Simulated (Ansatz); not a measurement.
Sn3Se under changes of volume

One of the cells (26.013 Å³/atom); the others are scaled copies at fixed shape and fractional positions:

```xyz
4
Lattice="0.0000 3.7331 3.7331 3.7331 0.0000 3.7331 3.7331 3.7331 0.0000" Properties=species:S:1:pos:R:3 pbc="T T T"
Sn    3.7331    3.7331    3.7331
Sn    5.5997    5.5997    5.5997
Sn    1.8666    1.8666    1.8666
Se    0.0000    0.0000    0.0000
```

The cell comes from a database or a generator and needn't be the stable form of this composition.

- Program: Ansatz 0.2.0
- Functional: PBE
- Potentials or basis: Ansatz PAW
- Cutoff: 420 eV (not typed: the program's choice for these potentials)
- k mesh: 6 × 6 × 6
- Occupations: fermi-dirac, width 0.05 eV
- Spin: no spin polarisation

```csv
volume (Å³/atom),energy over the lowest point (meV/atom),pressure (GPa)
24.452,13.52,3.3
24.973,5.13,2.0
25.493,?,?
26.013,0.00,-0.2
26.533,2.31,-1.1
27.054,7.39,-1.9
27.574,14.89,-2.6
```

Problem. What does the run at 25.493 Å³/atom give?

Solution. Energy over the lowest point 0.79 meV/atom; pressure 0.8 GPa.

Worked out: A Birch-Murnaghan fit of order 3 (a polynomial in V^(-2/3)) to the other rows has its minimum at 25.88 Å³/atom with B0 = V·E''(V) = 49 GPa and B' = 5.3. It gives 0.79 meV/atom at 25.493 Å³/atom, against the run's 0.79, and -dE/dV = 0.8 GPa, against 0.8.

Energies are extrapolated to zero smearing.
